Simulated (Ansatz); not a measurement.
# CaP5: the cost of one run

Program: Ansatz 0.2.0. Level of theory: DFT PBE, scalar-relativistic, plane waves, PAW. These are calculated values, not measurements.

### 1 Starting point

The structure is hexagonal, space group P6/mmm (No. 191). Conventional cell: a = 5.630 Å, b = 5.630 Å, c = 4.694 Å, α = 90.00°, β = 90.00°, γ = 120.00°. Ca (site symmetry 6/mmm) has 18 P at 3.25 to 3.67 Å as nearest neighbours. P (site symmetry mmm) has 8 P at 2.82 to 2.85 Å and 4 Ca at 3.67 Å as nearest neighbours. P (site symmetry -6m2) has 9 P at 2.85 to 3.25 Å and 3 Ca at 3.25 Å as nearest neighbours.

As a file:

```cif
data_structure
_symmetry_space_group_name_H-M 'P6/mmm'
_symmetry_Int_Tables_number 191
_cell_length_a 5.6303
_cell_length_b 5.6303
_cell_length_c 4.6939
_cell_angle_alpha 90.000
_cell_angle_beta 90.000
_cell_angle_gamma 120.000
_cell_volume 128.86
loop_
_atom_site_label
_atom_site_type_symbol
_atom_site_symmetry_multiplicity
_atom_site_Wyckoff_symbol
_atom_site_fract_x
_atom_site_fract_y
_atom_site_fract_z
_atom_site_occupancy
Ca1 Ca 1 a 0.00000 0.00000 0.00000 1
P1 P 3 g 0.50000 0.00000 0.50000 1
P2 P 2 c 0.33333 0.66667 0.00000 1
```

The cell is invented: species swapped into a database cell of YFe5 (P6/mmm, No. 191), with Ca on the Y sites and P on the Fe sites. Lengths come from tabulated atomic sizes and are only a guess.

### 2 Probe: one point on a coarse mesh

The input, input.yaml:

```yaml
crystal:
  lattice:
    - [5.63034488, 0.0, 0.0]
    - [-2.81517244, 4.8760217, 0.0]
    - [0.0, 0.0, 4.69388246]
  atoms:
    - { symbol: Ca, position: [0.0, 0.0, 0.0] }
    - { symbol: P, position: [0.5, 0.0, 0.5] }
    - { symbol: P, position: [0.5, 0.5, 0.5] }
    - { symbol: P, position: [0.0, 0.5, 0.5] }
    - { symbol: P, position: [0.33333333, 0.66666667, 0.0] }
    - { symbol: P, position: [0.66666667, 0.33333333, 0.0] }
basis:
  ecutwfc: 420
kpoints:
  mp_grid: { grid: [6, 6, 4] }
hamiltonian:
  xc: pbe
scf:
  occupations: { method: gaussian, width: 0.1 }
  lower_state_search: "off"
output:
  forces: true
  stress: true
  eigenvalues: true
```

Command:

```bash
ansatz run input.yaml --threads 1 --pin off --max-ram 2048MiB --backend cpu --events-out ev --progress --plain --runs-dir out
```

What time and memory should one allow on 1 thread of Intel Xeon 6975P-C (Granite Rapids), shared host?

About 2 s, with a peak of 0.39 GiB.
